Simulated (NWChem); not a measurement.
**C2H3N2Si− (SMILES C=N[SiH-]C#N): levels of theory compared**

We compute a comparison of 4 runs (HF/STO-3G, HF/3-21G, B3LYP/6-31G*) of C2H3N2Si−. 

The calculation is run with NWChem 7.3.0.

### 1 The structure to begin with

C2H3N2Si−: 8 atoms, total charge -1, spin state singlet. SMILES: `C=N[SiH-]C#N`. The coordinates come from a GFN2-xTB relaxation. This is one conformer, not always the lowest.

Bond lengths: C1–N2 1.279 Å, N2–Si3 1.675 Å, Si3–C4 1.835 Å, C4–N5 1.165 Å, C1–H6 1.097 Å, C1–H7 1.092 Å, Si3–H8 1.476 Å. Angles: C1–N2–Si3 134.6°, N2–Si3–C4 121.4°, Si3–C4–N5 164.7°, N2–C1–H6 125.3°, N2–C1–H7 119.4°, N2–Si3–H8 105.3°, C4–Si3–H8 106.3°, H6–C1–H7 115.2°.

### 2 Energy and gradient at HF/STO-3G (run 1)

Input file c2h3n2si.nw:

```
START c2h3n2si
memory total 2200 mb
charge -1

GEOMETRY units angstroms noautosym nocenter noautoz
  C       -0.865210       0.802790       1.228330
  N       -0.632520      -0.386970       0.820540
  Si       0.505330      -1.080850      -0.194820
  C        1.211410      -0.155410      -1.613510
  N        1.917180       0.416080      -2.343370
  H       -0.487020       1.719820       0.759240
  H       -1.493220       0.955010       2.108220
  H       -0.155950      -2.270460      -0.764620
END

BASIS "ao basis" spherical bse
  * library STO-3G
END

SCF
  thresh 1e-08
  maxiter 80
END

TASK scf gradient
```

The run is started by

```sh
nwchem c2h3n2si.nw > c2h3n2si.out
```

What it wrote:

```text
[...]
  functions       =    32
[...]
  wavefunction    = RHF
[...]
         Total SCF energy =   -469.434245751844
      One-electron energy =  -1009.963442251285
      Two-electron energy =    364.597483290359
 Nuclear repulsion energy =    175.931713209082
        Time for solution =      2.0s
[...]
                         RHF ENERGY GRADIENTS
    atom               coordinates                        gradient
                 x          y          z           x          y          z
   1 C      -1.635010   1.517053   2.321207   -0.001746   0.019359   0.008150
   2 N      -1.195289  -0.731267   1.550596    0.046349  -0.045434  -0.012709
   3 Si      0.954935  -2.042510  -0.368156   -0.069721   0.070937  -0.012214
   4 C       2.289233  -0.293682  -3.049092    0.010195  -0.024660   0.022987
   5 N       3.622945   0.786277  -4.428327    0.009805   0.010044  -0.008429
   6 H      -0.920334   3.249989   1.434756    0.001386   0.003274  -0.004809
   7 H      -2.821777   1.804707   3.983958   -0.001072  -0.006072   0.001933
   8 H      -0.294703  -4.290547  -1.444922    0.004803  -0.027448   0.005090
[...]
```

Wall time 3 s (1 thread of Intel Xeon Platinum 8488C (Sapphire Rapids), shared host); peak memory 0.1 GiB.

### 3 Energy and gradient at HF/3-21G (run 2)

Input file a.nw:

```
start a
memory 2200 mb
charge -1

geometry noautosym nocenter noautoz
  C       -0.865210       0.802790       1.228330
  N       -0.632520      -0.386970       0.820540
  Si       0.505330      -1.080850      -0.194820
  C        1.211410      -0.155410      -1.613510
  N        1.917180       0.416080      -2.343370
  H       -0.487020       1.719820       0.759240
  H       -1.493220       0.955010       2.108220
  H       -0.155950      -2.270460      -0.764620
end

basis spherical bse
  * library 3-21G
end

scf
  nopen 0
  rhf
  thresh 1e-08
  maxiter 80
  noprint "final vectors analysis"
end

task scf gradient
```

The run is started by

```sh
nwchem a.nw > a.out
```

What it wrote:

```text
[...]
  functions       =    55
[...]
  wavefunction    = RHF
[...]
         Total SCF energy =   -472.702003728894
      One-electron energy =  -1007.891669707338
      Two-electron energy =    359.257952769362
 Nuclear repulsion energy =    175.931713209082
        Time for solution =      2.2s
[...]
                         RHF ENERGY GRADIENTS
    atom               coordinates                        gradient
                 x          y          z           x          y          z
   1 C      -1.635010   1.517053   2.321207    0.008760   0.023148   0.001509
   2 N      -1.195289  -0.731267   1.550596    0.045849  -0.075758  -0.037139
   3 Si      0.954935  -2.042510  -0.368156   -0.060754   0.070634  -0.005591
   4 C       2.289233  -0.293682  -3.049092   -0.027944  -0.043861   0.043775
   5 N       3.622945   0.786277  -4.428327    0.025854   0.017932  -0.016308
   6 H      -0.920334   3.249989   1.434756    0.000332   0.008114  -0.004589
   7 H      -2.821777   1.804707   3.983958   -0.002381  -0.003063   0.006287
   8 H      -0.294703  -4.290547  -1.444922    0.010284   0.002854   0.012055
[...]
```

Wall time 3.3 s (1 thread of Intel Xeon Platinum 8488C (Sapphire Rapids), shared host); peak memory 0.1 GiB.

Run 3 isn't shown in full; the table further down has it.

### 4 Energy and forces at B3LYP/6-31G(d) (Cartesian functions) (run 4)

Input file geom.nw:

```
start geom
memory 2200 mb
charge -1

geometry units atomic noautosym nocenter noautoz
  C  -1.63500994  1.51705324  2.32120729
  N  -1.19528957 -0.73126732  1.55059587
  Si  0.95493530 -2.04251048 -0.36815644
  C   2.28923312 -0.29368234 -3.04909200
  N   3.62294513  0.78627725 -4.42832751
  H  -0.92033442  3.24998878  1.43475566
  H  -2.82177684  1.80470735  3.98395841
  H  -0.29470279 -4.29054758 -1.44492239
end

basis
  * library 6-31G*
end

dft
  xc b3lyp
  mult 1
  grid xfine
  convergence energy 1e-08
  iterations 100
  mulliken
end

task dft gradient
```

The run is started by

```sh
nwchem geom.nw > geom.out
```

What it wrote:

```text
[...]
          Wavefunction type:  closed shell.
          No. of atoms     :     8
          No. of electrons :    44
[...]
          Charge           :    -1
          Spin multiplicity:     1
[...]
          AO basis - number of functions:    85
[...]
              XC Information
              --------------
                         B3LYP Method XC Potential
                     Hartree-Fock (Exact) Exchange  0.200
                        Slater Exchange Functional  0.800 local
                    Becke 1988 Exchange Functional  0.720 non-local
              Lee-Yang-Parr Correlation Functional  0.810
                  VWN I RPA Correlation Functional  0.190 local
[...]
 d= 0,ls=0.0,diis     1   -476.8442063092 -6.53D+02  2.34D-02  1.11D+00     3.0
[...]
 d= 0,ls=0.0,diis    11   -477.0012216799 -9.30D-09  1.47D-06  1.91D-08    29.1
         Total DFT energy =     -477.001221679904
      One electron energy =    -1012.129055075246
           Coulomb energy =      406.084969275978
    Exchange-Corr. energy =      -46.888836400452
 Nuclear repulsion energy =      175.931700519815
[...]
      Total Density - Mulliken Population Analysis
     ---------------------------------------------
    Atom       Charge   Shell Charges
 -----------   ------   -------------------------------------------------------
    1 C    6     6.18   1.99  0.70  2.05  0.51  0.90  0.03
    2 N    7     7.36   1.99  0.81  2.43  0.85  1.28 -0.00
    3 Si  14    14.07   2.00  1.99  5.96  1.03  1.85  0.34  0.75  0.15
    4 C    6     5.96   1.99  0.74  1.93  0.62  0.67 -0.00
    5 N    7     7.45   1.99  0.83  2.29  1.02  1.34 -0.03
    6 H    1     0.92   0.54  0.39
    7 H    1     0.94   0.54  0.40
    8 H    1     1.12   0.51  0.61
[...]
  wavefunction    = closed shell
[...]
```

Run time: 36 s. Hardware: 1 thread of Intel Xeon Platinum 8488C (Sapphire Rapids), shared host; peak memory 0.14 GiB.

### 5 The series

| run | level | iteration cap | module | energy (Eh) | HOMO energy (eV) | LUMO energy (eV) | HOMO–LUMO gap (eV) | wall time |
| --- | --- | --- | --- | --- | --- | --- | --- | --- |
| 1 | HF/STO-3G | 80 | scf | -469.434246 | 2.31 | 13.91 | 11.60 | 3 s |
| 2 | HF/3-21G | 80 | scf | -472.702004 | – | – | – | 3.3 s |
| 3 | B3LYP/6-31G* (spherical functions) | 100 | dft | -476.994656 | 0.46 | 4.20 | 3.74 | 35 s |
| 4 | B3LYP/6-31G* (Cartesian functions) | 100 | dft | -477.001222 | 0.46 | 4.20 | 3.74 | 36 s |

### 6 Summary of results

| quantity | value |
| --- | --- |
| run 4: total energy | -477.00122 Eh |
| run 4: HOMO energy | 0.46 eV |
| run 4: LUMO energy | 4.20 eV |
| run 4: HOMO–LUMO gap (to an unbound level, set by the basis) | 3.74 eV |
| run 4: largest force on an atom | 2.684 eV/Å |

What this shows: Over runs 1, 3, 4 the HOMO–LUMO gap runs from 3.74 eV (B3LYP/6-31G*) to 11.60 eV (HF/STO-3G). The two ends differ in method and basis. The empty levels of an anion lie above zero and hang on the basis. In runs 1, 3, 4 the HOMO lies above zero, so the outermost electron may be held by the basis alone. In run 1 the basis is minimal, so the values are rough. All runs together took 77 s, the longest 36 s.
